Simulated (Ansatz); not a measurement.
# BaTiO3: the cost of one run

Computed with Ansatz 0.2.0 (DFT PBE, scalar-relativistic, plane waves, PAW, unless a step's input says otherwise).

**1. The system as given**

The structure is cubic, space group Pm-3m (No. 221). Conventional cell: a = 4.006 Å, b = 4.006 Å, c = 4.006 Å, α = 90.00°, β = 90.00°, γ = 90.00°. Ba (site symmetry m-3m) has 12 O at 2.83 Å in its first shell of neighbours. Ti (site symmetry m-3m) is surrounded by 6 O at 2.00 Å. O (site symmetry 4/mmm) is surrounded by 2 Ti at 2.00 Å and 4 Ba at 2.83 Å.

Structure file:

```cif
data_structure
_symmetry_space_group_name_H-M 'Pm-3m'
_symmetry_Int_Tables_number 221
_cell_length_a 4.0060
_cell_length_b 4.0060
_cell_length_c 4.0060
_cell_angle_alpha 90.000
_cell_angle_beta 90.000
_cell_angle_gamma 90.000
_cell_volume 64.29
loop_
_atom_site_label
_atom_site_type_symbol
_atom_site_symmetry_multiplicity
_atom_site_Wyckoff_symbol
_atom_site_fract_x
_atom_site_fract_y
_atom_site_fract_z
_atom_site_occupancy
Ba1 Ba 1 b 0.50000 0.50000 0.50000 1
Ti1 Ti 1 a 0.00000 0.00000 0.00000 1
O1 O 3 d 0.50000 0.00000 0.00000 1
```

The runs take a perfect supercell of 40 atoms; the defect goes to fractional position (0.250, 0.250, 0.250).

**2. The perfect supercell**

Contents of input.yaml:

```yaml
crystal:
  lattice:
    - [8.012, 0.0, 0.0]
    - [0.0, 8.012, 0.0]
    - [0.0, 0.0, 8.012]
  atoms:
    - { symbol: Ba, position: [0.25, 0.25, 0.25] }
    - { symbol: Ba, position: [0.25, 0.25, 0.75] }
    - { symbol: Ba, position: [0.25, 0.75, 0.25] }
    - { symbol: Ba, position: [0.25, 0.75, 0.75] }
    - { symbol: Ba, position: [0.75, 0.25, 0.25] }
    - { symbol: Ba, position: [0.75, 0.25, 0.75] }
    - { symbol: Ba, position: [0.75, 0.75, 0.25] }
    - { symbol: Ba, position: [0.75, 0.75, 0.75] }
    - { symbol: Ti, position: [0.0, 0.0, 0.0] }
    - { symbol: Ti, position: [0.0, 0.0, 0.5] }
    - { symbol: Ti, position: [0.0, 0.5, 0.0] }
    - { symbol: Ti, position: [0.0, 0.5, 0.5] }
    - { symbol: Ti, position: [0.5, 0.0, 0.0] }
    - { symbol: Ti, position: [0.5, 0.0, 0.5] }
    - { symbol: Ti, position: [0.5, 0.5, 0.0] }
    - { symbol: Ti, position: [0.5, 0.5, 0.5] }
    - { symbol: O, position: [0.25, 0.0, 0.0] }
    - { symbol: O, position: [0.25, 0.0, 0.5] }
    - { symbol: O, position: [0.25, 0.5, 0.0] }
    - { symbol: O, position: [0.25, 0.5, 0.5] }
    - { symbol: O, position: [0.75, 0.0, 0.0] }
    - { symbol: O, position: [0.75, 0.0, 0.5] }
    - { symbol: O, position: [0.75, 0.5, 0.0] }
    - { symbol: O, position: [0.75, 0.5, 0.5] }
    - { symbol: O, position: [0.0, 0.25, 0.0] }
    - { symbol: O, position: [0.0, 0.25, 0.5] }
    - { symbol: O, position: [0.0, 0.75, 0.0] }
    - { symbol: O, position: [0.0, 0.75, 0.5] }
    - { symbol: O, position: [0.5, 0.25, 0.0] }
    - { symbol: O, position: [0.5, 0.25, 0.5] }
    - { symbol: O, position: [0.5, 0.75, 0.0] }
    - { symbol: O, position: [0.5, 0.75, 0.5] }
    - { symbol: O, position: [0.0, 0.0, 0.25] }
    - { symbol: O, position: [0.0, 0.0, 0.75] }
    - { symbol: O, position: [0.0, 0.5, 0.25] }
    - { symbol: O, position: [0.0, 0.5, 0.75] }
    - { symbol: O, position: [0.5, 0.0, 0.25] }
    - { symbol: O, position: [0.5, 0.0, 0.75] }
    - { symbol: O, position: [0.5, 0.5, 0.25] }
    - { symbol: O, position: [0.5, 0.5, 0.75] }
basis:
  ecutwfc: 420
  fft_grid_basis: typed
kpoints:
  mp_grid: { grid: [2, 2, 2] }
hamiltonian:
  xc: pbe
  pseudopotentials: { kind: paw }
scf:
  occupations: { method: gaussian, width: 0.05 }
output:
  forces: true
  stress: false
  eigenvalues: true
  bader: false
  write_density: true
  volumetric_format: npy
```

The run is started by

```bash
ansatz run input.yaml --threads 4 --pin off --max-ram 10240MiB --backend cpu --events-out ev --progress --plain --runs-dir out
```

Q: Estimate wall time and peak memory on 4 threads of Arm Neoverse V2, shared host.

About 5.8 s, with a peak of 2.1 GiB.
